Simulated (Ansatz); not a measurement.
# PtS2: the cost of one run

Program: Ansatz 0.2.0, driven from Python. The levels of theory stand in the script. These are calculated values, not measurements.

### Step 1. The system

The structure is trigonal, space group P-3m1 (No. 164). Conventional cell: a = 3.543 Å, b = 3.543 Å, c = 5.039 Å, α = 90.00°, β = 90.00°, γ = 120.00°. Around Pt (site symmetry -3m) lie 6 S at 2.34 Å. S (site symmetry 3m) is surrounded by 3 Pt at 2.34 Å.

The script holds or builds the structure itself.

### Step 2. The code

pts2.py

```python
# -*- coding: utf-8 -*-
'''Relaxed cell of PtS2 under several functionals.'''

import warnings

import ansatz as az
import numpy as np

def edges_and_angles(cell):
    cell = np.asarray(cell)
    a, b, c = np.linalg.norm(cell, axis=1)
    cosines = cell[1] @ cell[2] / (b * c), cell[0] @ cell[2] / (a * c), cell[0] @ cell[1] / (a * b)
    return (a, b, c, *np.degrees(np.arccos(cosines)))


def main():
    warnings.simplefilter('ignore', az.DeckWarning)

    crystal = (
        az.Lattice.from_parameters(3.5432, 3.5432, 5.0388, alpha=90, beta=90, gamma=120)
        .space_group(164)
        .atom('Pt', (0.0, 0.0, 0.0))
        .atom('S', (1 / 3, 2 / 3, 0.227))
    )

    base = (
        crystal.calculation()
        .basis(38 * az.Ry)
        .kpoints(9, 9, 6)
        .occupations('fermi_dirac', width=0.05)
        .relax(cell=True, force_tolerance=0.05, max_steps=60)
    )

    levels = [('r2scan', 'd4'), ('pbesol', 'none'), ('pbe', 'none'), ('r2scan', 'none')]
    print('level            a       b       c    alpha   beta  gamma  V/atom  steps')
    for name, dispersion in levels:
        seen = []
        run = base.functional(name, dispersion=dispersion).session().plan()
        outcome = run.execute(on_event=lambda e: seen.append(e) if e['event'] == 'relax_step' else None)
        cell = outcome.lattice.cell_ang
        label = name if dispersion == 'none' else f'{name}+{dispersion}'
        print('{:13s} {:7.4f} {:7.4f} {:7.4f} {:6.2f} {:6.2f} {:6.2f}'.format(label, *edges_and_angles(cell)), f'{abs(np.linalg.det(cell)) / len(outcome.lattice.sites):7.3f} {len(seen):5d}')


if __name__ == '__main__':
    main()
```

### Step 3. The calls as engine input

The package turns the script's settings into the engine's input (first run):

```yaml
crystal:
  lattice:
    a: 3.5432
    b: 3.5432
    c: 5.0388
    alpha: 90.0
    beta: 90.0
    gamma: 120.0
  space_group: 164
  atoms:
    - { symbol: Pt, position: [0.0, 0.0, 0.0] }
    - { symbol: S, position: [0.3333333333333333, 0.6666666666666666, 0.227] }
basis:
  ecutwfc: 517.016338673772
kpoints:
  mp_grid:
    grid: [9, 9, 6]
hamiltonian:
  xc: r2scan
  dispersion: d4
scf:
  occupations:
    method: fermi_dirac
    width: 0.05
relax:
  f_tol: 0.05
  max_steps: 60
  cell: {}
```

### Step 4. The run

The run is started by

```sh
$ python pts2.py
```

What time and memory should one allow on 1 thread of Arm Neoverse V2, shared host?

About 3.4 min, with a peak of 0.62 GiB.
